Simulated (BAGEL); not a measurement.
**GeN2H4 (SMILES [NH2][Ge][NH2]): HF/def2-SVPD (density fitting with qzvpp-jkfit)**

What is the vertical ionisation energy of GeN2H4 at HF/def2-SVPD (density fitting with qzvpp-jkfit)? 

The results are computed with BAGEL 1.2.2.

5 further runs of the same task are left out: 4 that didn't finish, 1 set aside as unsound or not needed.

**1. The structure to begin with**

GeN2H4: 7 atoms, total charge 0, spin state singlet. SMILES: `[NH2][Ge][NH2]`. The coordinates come from a PBE0-D4/def2-TZVP relaxation. This is one conformer, not always the lowest.

Bond lengths: N1–Ge2 1.827 Å, Ge2–N3 1.827 Å, N1–H4 1.006 Å, N1–H5 1.008 Å, N3–H6 1.008 Å, N3–H7 1.006 Å. Angles: N1–Ge2–N3 97.3°, Ge2–N1–H4 120.9°, Ge2–N1–H5 126.9°, Ge2–N3–H6 126.9°, Ge2–N3–H7 120.9°, H4–N1–H5 112.3°, H6–N3–H7 112.3°.

**2. A single-point energy at HF/def2-SVPD (density fitting with qzvpp-jkfit)**

Input file job.json:

```json
{ "bagel" : [

{
  "title" : "molecule",
  "basis" : "def2-svpd.json",
  "df_basis" : "qzvpp-jkfit",
  "angstrom" : "true",
  "geometry" : [
    { "atom" : "N", "xyz" : [   -1.179700,    0.092100,   -0.683900 ] },
    { "atom" : "Ge", "xyz" : [   -0.069700,   -1.237600,   -0.102500 ] },
    { "atom" : "N", "xyz" : [    1.194700,   -0.165000,    0.665000 ] },
    { "atom" : "H", "xyz" : [   -2.029900,   -0.124000,   -1.176400 ] },
    { "atom" : "H", "xyz" : [   -1.047800,    1.084700,   -0.566600 ] },
    { "atom" : "H", "xyz" : [    1.191600,    0.842500,    0.702200 ] },
    { "atom" : "H", "xyz" : [    2.002000,   -0.560700,    1.116500 ] }
  ]
},
{ "title" : "hf" },
{ "title" : "print", "file" : "orbitals.molden", "orbitals" : "true" }

]}
```

The basis set def2-SVPD is read from a file made from the Basis Set Exchange's data (not shown).

Started as:

```bash
$ BAGEL_NUM_THREADS=1 BAGEL job.json > job.out
```

The log of the run:

```text
* using 1 threads per process

  ===============================================================
  ===============================================================

  *** Geometry ***

  { "atom" : "N", "xyz" : [     -2.229310,      0.174044,     -1.292384 ] },
  { "atom" : "Ge", "xyz" : [     -0.131714,     -2.338725,     -0.193697 ] },
  { "atom" : "N", "xyz" : [      2.257656,     -0.311805,      1.256668 ] },
  { "atom" : "H", "xyz" : [     -3.835955,     -0.234326,     -2.223074 ] },
  { "atom" : "H", "xyz" : [     -1.980055,      2.049786,     -1.070719 ] },
  { "atom" : "H", "xyz" : [      2.251798,      1.592094,      1.326966 ] },
  { "atom" : "H", "xyz" : [      3.783232,     -1.059569,      2.109879 ] },

  Number of auxiliary basis functions:      492

  Since a DF basis is specified, we compute 2- and 3-index integrals:
    o Being stored without compression. Storage requirement is 0.048 GB

  Number of basis functions:      110
  Number of electrons      :       50

    * METHOD: MOLECULE                             0.42

  *** RHF ***

  === Nuclear Repulsion ===
   186.5224195989

      * DIIS with orbital gradients will be used.

  === RHF iteration (def2-svpd.json) ===
      0      -2185.99071462          0.02190265           0.15
      1      -2186.15866111          0.01665342           0.15
      2      -2186.28407697          0.00150699           0.14
      3      -2186.28623423          0.00025445           0.15
      4      -2186.28630428          0.00010317           0.15
      5      -2186.28631344          0.00002687           0.13
      6      -2186.28631441          0.00000848           0.13
      7      -2186.28631451          0.00000264           0.12
      8      -2186.28631453          0.00000127           0.13
      9      -2186.28631453          0.00000055           0.12
     10      -2186.28631453          0.00000012           0.12
     11      -2186.28631453          0.00000006           0.12
     12      -2186.28631453          0.00000001           0.12
     13      -2186.28631453          0.00000000           0.12
    * SCF iteration converged.

    * Permanent dipole moment:
           (   -0.034759,    -0.566452,    -0.046792) a.u.

    * METHOD: HF                                   2.24

    * METHOD: PRINT                                0.02

  ===============================================================
```

Run time: 3 s. Hardware: 1 thread of Intel Xeon Platinum 8259CL at 2.50GHz (Skylake/Cascade Lake), shared host; peak memory 0.15 GiB.

**3. The doublet cation, same level**

Changes to job.json since step 2:

```diff
@@ -6,3 +6,3 @@
   "df_basis" : "qzvpp-jkfit",
-  "angstrom" : "true",
+  "angstrom" : true,
   "geometry" : [
@@ -17,4 +17,4 @@
 },
-{ "title" : "hf" },
-{ "title" : "print", "file" : "orbitals.molden", "orbitals" : "true" }
+{ "title" : "uhf", "charge" : 1, "nopen" : 1 },
+{ "title" : "print", "file" : "orbitals.molden", "orbitals" : true }
```

The basis set def2-SVPD is read from a file made from the Basis Set Exchange's data (not shown).

Started as:

```bash
$ BAGEL_NUM_THREADS=1 BAGEL job.json > job.out
```

The log of the run:

```text
* using 1 threads per process

  ===============================================================
  ===============================================================

  *** Geometry ***

  { "atom" : "N", "xyz" : [     -2.229310,      0.174044,     -1.292384 ] },
  { "atom" : "Ge", "xyz" : [     -0.131714,     -2.338725,     -0.193697 ] },
  { "atom" : "N", "xyz" : [      2.257656,     -0.311805,      1.256668 ] },
  { "atom" : "H", "xyz" : [     -3.835955,     -0.234326,     -2.223074 ] },
  { "atom" : "H", "xyz" : [     -1.980055,      2.049786,     -1.070719 ] },
  { "atom" : "H", "xyz" : [      2.251798,      1.592094,      1.326966 ] },
  { "atom" : "H", "xyz" : [      3.783232,     -1.059569,      2.109879 ] },

  Number of auxiliary basis functions:      492

  Since a DF basis is specified, we compute 2- and 3-index integrals:
    o Being stored without compression. Storage requirement is 0.048 GB

  Number of basis functions:      110
  Number of electrons      :       50

    * METHOD: MOLECULE                             0.40

  *** Open-shell HF ***

  === Nuclear Repulsion ===
   186.5224195989

      * DIIS with orbital gradients will be used.

  === UHF iteration (def2-svpd.json) ===
      0      -2185.69208940          0.04038610           0.24
      1      -2185.85693835          0.03199160           0.25
      2      -2185.92509553          0.02092827           0.25
      3      -2185.98206733          0.00126447           0.23
      4      -2185.98275368          0.00041621           0.24
      5      -2185.98284544          0.00014110           0.25
      6      -2185.98286055          0.00005819           0.24
      7      -2185.98286526          0.00002388           0.35
      8      -2185.98286717          0.00000912           0.31
      9      -2185.98286773          0.00000441           0.23
     10      -2185.98286792          0.00000197           0.25
     11      -2185.98286797          0.00000075           0.23
     12      -2185.98286799          0.00000027           0.24
     13      -2185.98286800          0.00000018           0.24
     14      -2185.98286801          0.00000010           0.24
     15      -2185.98286801          0.00000003           0.24
     16      -2185.98286801          0.00000002           0.24
     17      -2185.98286801          0.00000001           0.23
     18      -2185.98286801          0.00000001           0.24
    * SCF iteration converged.

    * S^2 (UHF) is 0.7575

    * Permanent dipole moment:
           (    0.018876,     0.265779,     0.017405) a.u.

    * METHOD: UHF                                  5.14

    * METHOD: PRINT                                0.02

  ===============================================================
```

Run time: 6 s. Hardware: 1 thread of Intel Xeon Platinum 8259CL at 2.50GHz (Skylake/Cascade Lake), shared host; peak memory 0.15 GiB.

**4. What came out**

Level: HF/def2-SVPD (density fitting with qzvpp-jkfit).

| quantity | value |
| --- | --- |
| singlet GeN2H4: total energy | -2186.28631 Eh |
| singlet GeN2H4: dipole moment | 1.45 D |
| singlet GeN2H4: HOMO energy | -9.28 eV |
| singlet GeN2H4: LUMO energy | 2.31 eV |
| singlet GeN2H4: HOMO–LUMO gap | 11.59 eV |
| doublet cation: total energy | -2185.98287 Eh |
| doublet cation: ⟨S²⟩ | 0.757 |
| vertical ionisation energy (to the doublet cation) | 8.257 eV |

Removing an electron at fixed nuclei costs 8.26 eV (190 kcal/mol). −ε(HOMO) before ionisation, 9.28 eV, is 1.02 eV above this ionisation energy.
